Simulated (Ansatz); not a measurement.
# AgOsC4N4: the cost of one run

Program: Ansatz 0.2.0. Level of theory: DFT PBE, scalar-relativistic, plane waves, PAW. These are calculated values, not measurements.

## Step 1: Starting point

It takes space group P-43m (No. 215, cubic). Conventional cell: a = 5.988 Å, b = 5.988 Å, c = 5.988 Å, α = 90.00°, β = 90.00°, γ = 90.00°. Around Ag (site symmetry -43m) lie 4 N at 2.12 Å. Around Os (site symmetry -43m) lie 4 C at 1.90 Å. C (site symmetry 3m) has 1 N at 1.17 Å and 1 Os at 1.90 Å in its first shell of neighbours. N (site symmetry 3m) is surrounded by 1 C at 1.17 Å.

Coordinates:

```
Ag Os C N
1.0
     5.98828    0.00000    0.00000
     0.00000    5.98828    0.00000
     0.00000    0.00000    5.98828
Ag Os C N
1 1 4 4
Cartesian
  2.9941 2.9941 2.9941
  0.0000 0.0000 0.0000
  1.0947 1.0947 1.0947
  1.0947 4.8936 4.8936
  4.8936 1.0947 4.8936
  4.8936 4.8936 1.0947
  1.7702 1.7702 1.7702
  1.7702 4.2181 4.2181
  4.2181 1.7702 4.2181
  4.2181 4.2181 1.7702
```

The cell is invented: two interpenetrating cyanide-bridged diamond nets (P-43m, No. 215). Lengths come from tabulated atomic sizes and are only a guess.

## Step 2: Probe: one point on a coarse mesh

Input file input.yaml:

```yaml
crystal:
  lattice:
    - [5.98827699, 0.0, 0.0]
    - [0.0, 5.98827699, 0.0]
    - [0.0, 0.0, 5.98827699]
  atoms:
    - { symbol: Ag, position: [0.5, 0.5, 0.5] }
    - { symbol: Os, position: [0.0, 0.0, 0.0], spin: 1.0 }
    - { symbol: C, position: [0.18279985, 0.18279985, 0.18279985] }
    - { symbol: C, position: [0.18279985, 0.81720015, 0.81720015] }
    - { symbol: C, position: [0.81720015, 0.18279985, 0.81720015] }
    - { symbol: C, position: [0.81720015, 0.81720015, 0.18279985] }
    - { symbol: "N", position: [0.29560355, 0.29560355, 0.29560355] }
    - { symbol: "N", position: [0.29560355, 0.70439645, 0.70439645] }
    - { symbol: "N", position: [0.70439645, 0.29560355, 0.70439645] }
    - { symbol: "N", position: [0.70439645, 0.70439645, 0.29560355] }
basis:
  ecutwfc: 420
kpoints:
  mp_grid: { grid: [4, 4, 4] }
hamiltonian:
  xc: pbe
scf:
  occupations: { method: gaussian, width: 0.1 }
  lower_state_search: "off"
output:
  forces: true
  stress: true
  eigenvalues: true
  populations: true
magnetization:
  spin_polarized: true
```

Run with:

```sh
$ ansatz run input.yaml --threads 1 --pin off --max-ram 2560MiB --backend cpu --events-out ev --progress --plain --runs-dir out
```

Q: Estimate wall time and peak memory on 1 thread of Intel Xeon Platinum 8375C at 2.90GHz (Ice Lake), shared host.

About 44 s, with a peak of 0.54 GiB.
